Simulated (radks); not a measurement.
**Sn⁺ in [Kr] 4d8 5s2 5p1 6s2: an all-electron calculation**

The task here is to estimate one member of a computed series from the others.

Method: Dirac Kohn-Sham, exchange-only B88, spin-unpolarised, spherical densities, finite nucleus; open shells are shared between the two j in proportion to 2j + 1. Code: radks (a radial shooting solver on a logarithmic mesh, Libxc functionals) version 1.

## Starting point

```
element            : tin (Z = 50)
charge             : +1
electrons          : 49
configuration      : [Kr] 4d8 5s2 5p1 6s2
nuclear rms radius : 4.6519 fm
```

The outer shells:

Sn⁺
```
[Kr] core
4d [↑↓][↑↓][↑↓][↑ ][↑ ]
5s [↑↓]
5p [↑ ][  ][  ]
6s [↑↓]
```

Set-up of the first run:

Input:

```text
Z 50
configuration [Kr] 4d8 5s2 5p1 6s2
relativity Dirac
functional b88,
spin unpolarised
j_filling average
nucleus finite rms 4.6519 fm
c 137.035999084
```

One table of the session follows, with a row left open; its other results are not shown here.

It belongs to the step «Orbitals and density». Radial moments (bohr):

```
level      <r>  outermost maximum (interpolated)  90 % within  nodes
1s1/2  0.02905                            0.0188       0.0522      0
2s1/2        ?                                 ?            ?      ?
2p1/2   0.1058                            0.0818        0.173      0
2p3/2   0.1112                            0.0863        0.181      0
3s1/2   0.3391                             0.308        0.499      2
3p1/2   0.3298                             0.294        0.497      1
3p3/2   0.3410                             0.304        0.512      1
3d3/2   0.3123                             0.249        0.493      0
3d5/2   0.3159                             0.252        0.498      0
4s1/2   0.8105                             0.743         1.17      3
4p1/2   0.8527                             0.767         1.25      2
4p3/2   0.8805                             0.791         1.29      2
4d3/2    1.029                             0.864         1.57      1
4d5/2    1.040                             0.872         1.59      1
5s1/2    2.037                              1.82         2.94      4
5p1/2    2.352                              2.06         3.44      3
5p3/2    2.430                              2.12         3.55      3
6s1/2    4.875                              4.50         6.92      5
```

Q: Estimate the row for 2s1/2 from the others.

**Answer.** <r>: 0.1251; outermost maximum (interpolated): 0.106; 90 % within: 0.194; nodes: 1. In the column «<r>» it lies between 2p3/2 (0.1112) and 3d3/2 (0.3123).
